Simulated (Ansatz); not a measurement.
# GaBiSe4: the cost of one run

Program: Ansatz 0.2.0. Level of theory: DFT PBE, scalar-relativistic, plane waves, PAW. These are calculated values, not measurements.

## Step 1: The system as given

The structure is tetragonal, space group P4/mmm (No. 123). Conventional cell: a = 4.819 Å, b = 4.819 Å, c = 7.540 Å, α = 90.00°, β = 90.00°, γ = 90.00°. Ga (site symmetry 4/mmm) has 2 Se at 1.66 Å as nearest neighbours. Bi (site symmetry 4/mmm) is surrounded by 2 Se at 2.11 Å. Se (site symmetry 4/mmm) has 4 Ga at 3.41 Å as nearest neighbours. Around Se (site symmetry 4mm) lie 1 Ga at 1.66 Å and 1 Bi at 2.11 Å. Around Se (site symmetry 4/mmm) lie 4 Bi at 3.41 Å.

Structure file:

```
CELL_PARAMETERS angstrom
4.81885 0.00000 0.00000
0.00000 4.81885 0.00000
0.00000 0.00000 7.54030
ATOMIC_POSITIONS crystal
Ga 0.00000 0.00000 0.50000
Bi 0.00000 0.00000 0.00000
Se 0.50000 0.50000 0.50000
Se 0.00000 0.00000 0.28020
Se 0.00000 0.00000 0.71980
Se 0.50000 0.50000 0.00000
```

Recipe of the guess: random cell by space group and Wyckoff sites (P4/mmm, No. 123). Its size is a rough estimate.

## Step 2: Probe: one point on a coarse mesh

Contents of input.yaml:

```yaml
crystal:
  lattice:
    - [4.81884686, 0.0, 0.0]
    - [0.0, 4.81884686, 0.0]
    - [0.0, 0.0, 7.54030141]
  atoms:
    - { symbol: Ga, position: [0.0, 0.0, 0.5] }
    - { symbol: Bi, position: [0.0, 0.0, 0.0] }
    - { symbol: Se, position: [0.5, 0.5, 0.5] }
    - { symbol: Se, position: [0.0, 0.0, 0.28020343] }
    - { symbol: Se, position: [0.0, 0.0, 0.71979657] }
    - { symbol: Se, position: [0.5, 0.5, 0.0] }
basis:
  ecutwfc: 420
kpoints:
  mp_grid: { grid: [4, 4, 2] }
hamiltonian:
  xc: pbe
scf:
  occupations: { method: gaussian, width: 0.1 }
  lower_state_search: "off"
output:
  forces: true
  stress: true
  eigenvalues: true
```

Command:

```bash
$ ansatz run input.yaml --threads 1 --pin off --max-ram 2560MiB --backend cpu --events-out ev --progress --plain --runs-dir out
```

Q: Estimate wall time and peak memory on 1 thread of AMD EPYC (Zen 3), shared host.

About 12 s, with a peak of 0.5 GiB.
